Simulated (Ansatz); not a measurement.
# In (bcc type): the cost of one run

Method: DFT, LDA, PAW with Ansatz's default frozen-core files, scalar-relativistic, in Ansatz 0.2.0.

**1. The system as given**

Symmetry: Im-3m, No. 229, cubic system. The conventional cell has a = 3.665 Å, b = 3.665 Å, c = 3.665 Å, α = 90.00°, β = 90.00°, γ = 90.00°. Around In (site symmetry m-3m) lie 8 In at 3.17 Å.

As a file:

```
In
1.0
    -1.83249    1.83249    1.83249
     1.83249   -1.83249    1.83249
     1.83249    1.83249   -1.83249
In
1
Direct
  0.00000 0.00000 0.00000
```

**2. Cell relaxed at zero pressure, PAW**

File input.yaml:

```yaml
crystal:
  lattice:
    - [-1.8324862937, 1.8324862937, 1.8324862937]
    - [1.8324862937, -1.8324862937, 1.8324862937]
    - [1.8324862937, 1.8324862937, -1.8324862937]
  atoms:
    - { symbol: In, position: [0.0, 0.0, 0.0] }
kpoints:
  mp_grid: { grid: [18, 18, 18] }
scf:
  occupations: { method: fermi_dirac, width: 0.05 }
hamiltonian:
  xc: lda
  pseudopotentials: { kind: paw }
output:
  forces: true
  stress: true
relax:
  f_tol: 0.005
  max_steps: 40
  cell: {}
```

Run with:

```sh
$ ansatz run input.yaml --threads 1 --pin off --max-ram 3584MiB --backend cpu --events-out ev --progress --plain --runs-dir out
```

What time and memory should one allow on 1 thread of Intel Xeon 6975P-C (Granite Rapids), shared host?

About 4.1 s, with a peak of 0.4 GiB.
